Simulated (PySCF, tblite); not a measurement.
**CH₈BN₂OSi radical: geometry, infrared bands and EPR parameters**

Wanted: the infrared bands and EPR parameters of CH₈BN₂OSi radical (`B[N][Si@@H](N)OC`), by calculation.

Computed with tblite 0.8.0 and PySCF 2.14.0, with density-fitted response routines of our own, on a single molecule in the gas phase. Atoms count from 0, in the outputs and in this text.

### Step 1. The starting structure

14 atoms, charge 0, multiplicity 2; geometry from: force field or distance geometry start.

Bonds of the start (Å): B0–N1 1.53, N1–Si2 1.80, Si2–N3 1.76, Si2–O4 1.73, O4–C5 1.40, B0–H6 1.18, B0–H7 1.19, Si2–H8 1.48, N3–H9 1.04, N3–H10 1.03, C5–H11 1.12, C5–H12 1.09, C5–H13 1.11.

### Step 2. Geometry optimisation with GFN2-xTB

What the job is given:

```
{"job": {"kind": "relax", "xc": "GFN2-xTB", "basis": "xTB"}, "charge": 0, "multiplicity": 2}
B      2.016000     1.435800    -0.024800
N      1.015400     0.864000    -1.034600
Si     0.051500    -0.442400    -0.261100
N      1.045000    -1.479300     0.755500
O     -1.181700     0.210700     0.766900
C     -2.405000     0.142100     0.096500
H      2.900100     0.732600     0.310300
H      2.015200     2.601100     0.191100
H     -0.553000    -1.230600    -1.359900
H      1.640200    -0.973200     1.441500
H      1.539900    -2.171700     0.172100
H     -3.201000     0.652700     0.692100
H     -2.254600     0.594600    -0.886100
H     -2.628600    -0.936800    -0.041700
```

Started as:

```console
> OMP_NUM_THREADS=1 python probes_run.py task.json out
```

One launch serves the whole session: the jobs run in the order shown.

**Question.** This job is followed by: GFN2-xTB harmonic vibrations, gas phase; UKS B3LYP, pcH-1 on B C H N O Si, non-relativistic, mean-field spin-orbit, GIAO. Predict these results of the whole session: strongest single infrared mode (GFN2-xTB); zero-point energy (GFN2-xTB); g(iso) (B3LYP); ⟨S²⟩; largest a(iso) (averaged by class); potential on the surface of density 0.002 e/bohr³, 1st and 99th percentile.

The runs gave:

| quantity | value |
| --- | --- |
| strongest single infrared mode (GFN2-xTB) | 2255 cm⁻¹, 270 km/mol |
| zero-point energy (GFN2-xTB) | 61.8 kcal/mol |
| g(iso) (B3LYP) | 2.00342 |
| ⟨S²⟩ | 0.756 (exact 0.75) |
| largest a(iso) (averaged by class) | 1H on H6, H7, 264.3 MHz |
| potential on the surface of density 0.002 e/bohr³, 1st and 99th percentile | -1.35 V and 1.58 V |

Over 167 steps the energy fell by 1.767 eV; of the close pairs, B0–N1 changed most, 1.532 to 1.320 Å. All 36 modes are real, so the xTB geometry is a minimum. The strongest single mode, at 2255 cm⁻¹, moves mainly H8. GFN2-xTB is a fitted tight-binding method: band positions and strengths are rough. Its intensities can rank the bands wrongly. Most of the unpaired spin sits on N1 (0.80 e). The isotropic g lies 1.1 ppt above the free-electron value. These values are for one conformer; the search (at its own cheap level) found 2 more, at 0.38, 0.63 kcal/mol, and measured spectra average over such forms.
